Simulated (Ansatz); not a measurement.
Predict the output of the script below (Ansatz 0.2.0 through its Python package).

`tl3cu.py`:
```python
"""Fermi surface readings for Tl3Cu."""

import logging
import sys

import ansatz as az
from ase import Atoms

logging.basicConfig(stream=sys.stdout, format="[%(levelname)s] %(message)s")
logger = logging.getLogger("calc")
logger.setLevel(logging.INFO)

atoms = Atoms(
    ["Tl", "Tl", "Tl", "Cu"],
    scaled_positions=[
        (0.0, 0.5, 0.5),
        (0.5, 0.0, 0.5),
        (0.5, 0.5, 0.0),
        (0.0, 0.0, 0.0),
    ],
    cell=[
        (4.717, 0.0, 0.0),
        (0.0, 4.717, 0.0),
        (0.0, 0.0, 4.717),
    ],
    pbc=True,
)
structure = az.Crystal.from_ase(atoms)

setup = structure.calculation()
setup = setup.functional(az.Functional.PBE)
setup = setup.pseudopotentials("paw")
setup = setup.basis(510)
setup = setup.kpoints(5)
setup = setup.occupations("Fermi-Dirac")
setup = setup.eigenstates(nscf_kmesh=(8, 8, 8), level_slopes=True)
surface = setup.run(threads=1).fermi_surface().to_plain()
for way, reading in surface.items():
    if reading:
        rho_lambda = [f"{v:.3e}" for v in reading["resistivity_times_mean_free_path_ohm_m2"]]
        logger.info(f"{way:24s} area {reading['spin_summed_area_per_ang2']:8.3f} 1/A^2  rho*lambda (ohm m^2) {rho_lambda}")
```

Running `python tl3cu.py` prints:
```text
[INFO] by_tetrahedra            area   35.914 1/A^2  rho*lambda (ohm m^2) ['8.512e-16', '8.512e-16', '8.512e-16']
[INFO] by_slopes                area   27.005 1/A^2  rho*lambda (ohm m^2) ['1.132e-15', '1.132e-15', '1.132e-15']
[INFO] on_every_second_point    area   25.360 1/A^2  rho*lambda (ohm m^2) ['1.206e-15', '1.206e-15', '1.206e-15']
```

What to keep in mind:
- For a metal this k-point mesh is coarse: on a finer one energies can move by several to tens of meV an atom and pressures by half a GPa or more, differences at one mesh by less.
- Spin-orbit coupling, which matters for elements this heavy, is left out.
- This cell is a computed structure, which may not be the phase found in nature.
- The three readings differ by the mesh error.
- Finished in 18 s on 1 thread of Arm Neoverse N1 (shared host), peak memory 0.43 GiB.
